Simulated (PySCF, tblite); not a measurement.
# C₂H₁₁FSi₃: geometry, infrared bands and NMR shifts

Aim: predict the infrared bands and NMR shifts of C₂H₁₁FSi₃ (`C[C@H](F)[SiH2][SiH2][SiH3]`).

The runs use tblite 0.8.0 and PySCF 2.14.0, with density-fitted response routines of our own; the level of theory stands in each step. All values are computed, except where a source is named. Atoms count from 0, in the outputs and in this text.

## 1. The molecule as given

17 atoms, charge 0, multiplicity 1; geometry from: force field or distance geometry start.

Bonds of the start (Å): C0–C1 1.51, C1–F2 1.36, C1–Si3 1.84, Si3–Si4 2.20, Si4–Si5 2.22, C0–H6 1.12, C0–H7 1.11, C0–H8 1.11, C1–H9 1.13, Si3–H10 1.49, Si3–H11 1.47, Si4–H12 1.48, Si4–H13 1.47, Si5–H14 1.47, Si5–H15 1.48, Si5–H16 1.45.

## 2. Optimising the geometry with GFN2-xTB

Job settings and geometry (Å):

```
{"job": {"kind": "relax", "xc": "GFN2-xTB", "basis": "xTB"}, "charge": 0, "multiplicity": 1}
C     -2.192100    -0.120500    -1.057400
C     -1.625600     0.498000     0.204100
F     -1.073100     1.719200    -0.026300
Si    -0.506800    -0.708000     1.024800
Si     1.625300    -0.173900     1.108500
Si     2.460100     0.520400    -0.831100
H     -3.262000     0.161500    -1.203000
H     -1.586200     0.220300    -1.922800
H     -2.181000    -1.227700    -0.936000
H     -2.508600     0.646200     0.888800
H     -0.964200    -0.868700     2.433600
H     -0.649100    -2.031800     0.394000
H      2.376400    -1.388600     1.486000
H      1.913700     0.823400     2.155000
H      2.303800     1.968800    -1.027400
H      3.919500     0.256500    -0.775700
H      1.943000    -0.283100    -1.925000
```

Run with:

```sh
OMP_NUM_THREADS=1 python probes_run.py task.json out
```

This one command runs all jobs of the session in turn.

**Question.** This job is followed by: GFN2-xTB harmonic vibrations, gas phase; GIAO PBE0/pcSseg-1 NMR shielding, non-relativistic, gas phase. What will the session give for the following? strongest single infrared mode (GFN2-xTB); zero-point energy (GFN2-xTB); 13C shifts against TMS (PBE0/pcSseg-1); 1H shifts against TMS (PBE0/pcSseg-1, means over atoms taken as alike); 19F shifts against CFCl3 (PBE0/pcSseg-1); 29Si shifts against TMS (PBE0/pcSseg-1).

The runs gave:

```
                                                              quantity                                         value
                             strongest single infrared mode (GFN2-xTB)                         2199 cm⁻¹, 718 km/mol
                                          zero-point energy (GFN2-xTB)                                 70.9 kcal/mol
                                13C shifts against TMS (PBE0/pcSseg-1)                                87.9, 24.3 ppm
1H shifts against TMS (PBE0/pcSseg-1, means over atoms taken as alike)  5.33, 4.33, 3.77, 3.68, 3.46, 3.34, 1.49 ppm
                              19F shifts against CFCl3 (PBE0/pcSseg-1)                                    -234.8 ppm
                               29Si shifts against TMS (PBE0/pcSseg-1)                     -65.6, -111.9, -135.7 ppm
```

**Reading.** The optimisation took 183 steps and gained 0.707 eV; among the close pairs (by a distance rule), Si3–Si4 changed most, from 2.200 to 2.321 Å. All 45 modes are real, so the xTB geometry is a minimum. The strongest single mode, at 2199 cm⁻¹, moves mainly H16. GFN2-xTB is a fitted tight-binding method: band positions and strengths are rough. Its intensities can rank the bands wrongly. The most deshielded carbon is C1 (sp3 CH bonded to F and Si), at 87.9 ppm: pulled downfield by the heteroatom. H9 (hydrogen on an sp3 CH bonded to F and Si) lies farthest downfield among hydrogen, at 5.33 ppm; its carbon carries F, an electronegative neighbour. At PBE0/pcSseg-1: The widest tensor belongs to C1: span 117 ppm, with a paramagnetic part of -148 ppm.
